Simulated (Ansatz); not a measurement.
# BH6OSn+ (SMILES [BH2][SnH2][OH2+]): a rigid scan of the angle H6–Sn2–H7

How does the energy rise as the angle H6–Sn2–H7 leaves its equilibrium value, and do density functionals follow CCSD(T)? No other atom is relaxed.

The runs use Ansatz 0.2.0, Gaussian basis; single points in def2-TZVPP.

Levels: PBE-D4, r2SCAN-D4, PBE0-D4, B3LYP-D4, wB97M-V, Hartree-Fock, MP2, CCSD, CCSD(T). The scan takes 94.3, 98.8, 103.3, 107.8, 112.3, 116.8, 121.3, 125.8°.

Cores are frozen in the correlated methods. Filled d shells of the heavier atoms are correlated. Core potentials replace the inner electrons past krypton, and spin-orbit coupling is left out. B3LYP uses VWN-RPA correlation.

48 further runs of the same task are left out: 48 set aside as unsound or not needed.

### Step 1. The starting structure

The minimum, relaxed at PBE0-D4: SMILES `[BH2][SnH2][OH2+]`, 9 atoms, charge 1, spin multiplicity 1.

Atoms are counted from 1 here; the program's logs count them from 0.

Bond lengths: B1–Sn2 2.237 Å, B1–H4 1.188 Å, B1–H5 1.187 Å, Sn2–O3 2.231 Å, Sn2–H6 1.695 Å, Sn2–H7 1.693 Å, O3–H8 0.965 Å, O3–H9 0.965 Å. Angles: Sn2–B1–H4 118.8°, Sn2–B1–H5 117.9°, H4–B1–H5 123.3°, B1–Sn2–O3 100.2°, B1–Sn2–H6 121.7°, B1–Sn2–H7 122.3°, O3–Sn2–H6 96.4°, O3–Sn2–H7 92.1°, H6–Sn2–H7 112.3°, Sn2–O3–H8 122.8°, Sn2–O3–H9 124.7°, H8–O3–H9 108.5°.

Geometry (Å):

```
B    -1.29351    0.55640   -1.28814
Sn    0.58996    0.70642   -0.08969
O     0.47930   -1.20146    1.06237
H    -2.03386   -0.34987   -1.08156
H    -1.50358    1.39653   -2.10009
H     0.71053    1.73317    1.25355
H     2.10532    0.30423   -0.72934
H     1.25452   -1.62010    1.45724
H    -0.30869   -1.52531    1.51567
```

Energies of the minimum (eV), from earlier single points: PBE-D4 -8641.97282, r2SCAN-D4 -8646.29675, PBE0-D4 -8642.62131, B3LYP-D4 -8648.26258, wB97M-V -8642.94009, CCSD(T) -8622.85772.

At the minimum the angle H6–Sn2–H7 is 112.3°.

### Step 2. H6–Sn2–H7 = 94.3°

File pbe-tzvpp/in.yaml:

```yaml
crystal:
  periodic: [false, false, false]
  atoms:
    - {symbol: B, position_ang: [-1.293511, 0.556397, -1.288139]}
    - {symbol: Sn, position_ang: [0.589960, 0.706416, -0.089692]}
    - {symbol: O, position_ang: [0.479296, -1.201464, 1.062368]}
    - {symbol: H, position_ang: [-2.033861, -0.349870, -1.081556]}
    - {symbol: H, position_ang: [-1.503580, 1.396531, -2.100093]}
    - {symbol: H, position_ang: [1.226790, 1.678575, 1.144164]}
    - {symbol: H, position_ang: [2.105319, 0.304230, -0.729342]}
    - {symbol: H, position_ang: [1.254524, -1.620096, 1.457239]}
    - {symbol: H, position_ang: [-0.308691, -1.525312, 1.515669]}
basis:
  gaussian: {orbitals: def2-TZVPP}
total_charge: 1
hamiltonian: {xc: pbe, dispersion: d4}
output: {forces: true}
```

r2scan-tzvpp/in.yaml, as changes to pbe-tzvpp/in.yaml:

```diff
-hamiltonian: {xc: pbe, dispersion: d4}
+hamiltonian: {xc: r2scan, dispersion: d4}
```

pbe0-tzvpp/in.yaml:

```diff
-hamiltonian: {xc: pbe, dispersion: d4}
-output: {forces: true}
+hamiltonian: {xc: pbe0, dispersion: d4}
+output: {forces: true, orbitals: {seedname: orbitals}}
```

b3lyp-tzvpp/in.yaml:

```diff
-hamiltonian: {xc: pbe, dispersion: d4}
+hamiltonian: {xc: {name: B3LYP}, dispersion: d4}
```

wb97mv-tzvpp/in.yaml:

```diff
-hamiltonian: {xc: pbe, dispersion: d4}
-output: {forces: true}
+hamiltonian: {xc: {name: wB97M-V}}
```

ccsdt-tzvpp/in.yaml:

```diff
-hamiltonian: {xc: pbe, dispersion: d4}
-output: {forces: true}
+correlation: {method: ccsd_t}
```

Each run has its own folder and the same command.

Command:

```sh
ansatz run in.yaml --threads 2 --pin off --events-out ev --progress --plain --max-ram 4352MiB
```

The runs that follow: H6–Sn2–H7 = 98.8°; H6–Sn2–H7 = 103.3°; H6–Sn2–H7 = 107.8°; H6–Sn2–H7 = 112.3°; H6–Sn2–H7 = 116.8°; H6–Sn2–H7 = 121.3°; H6–Sn2–H7 = 125.8°.

What does the calculation give? Wanted: highest point, CCSD(T); lowest point, CCSD(T); minimum along the scan, CCSD(T); RMS deviation from CCSD(T); largest T1 diagnostic.

**Answer**, as computed:

```
                       quantity                                                                                                          value
         highest point, CCSD(T)                                                                                          15.7 kJ/mol at 94.3 °
          lowest point, CCSD(T)                                                                                          0.0 kJ/mol at 112.3 °
minimum along the scan, CCSD(T)                                                                                                        112.4 °
                curvature there                                                                                                  0.95 meV/deg²
     RMS deviation from CCSD(T)  PBE-D4 1.1, r2SCAN-D4 0.8, PBE0-D4 0.2, B3LYP-D4 0.5, wB97M-V 0.3, Hartree-Fock 1.7, MP2 0.2, CCSD 0.2 kJ/mol
          largest T1 diagnostic                                                                                                          0.012
```

A polynomial through the near points puts the CCSD(T) minimum 0.1° above the PBE0-D4 value. Curvature against CCSD(T): PBE-D4 -10 %, Hartree-Fock +19 %. The curve of MP2 lies nearest to CCSD(T), that of Hartree-Fock farthest. 1 further points are left out, because the reference changes its state there.
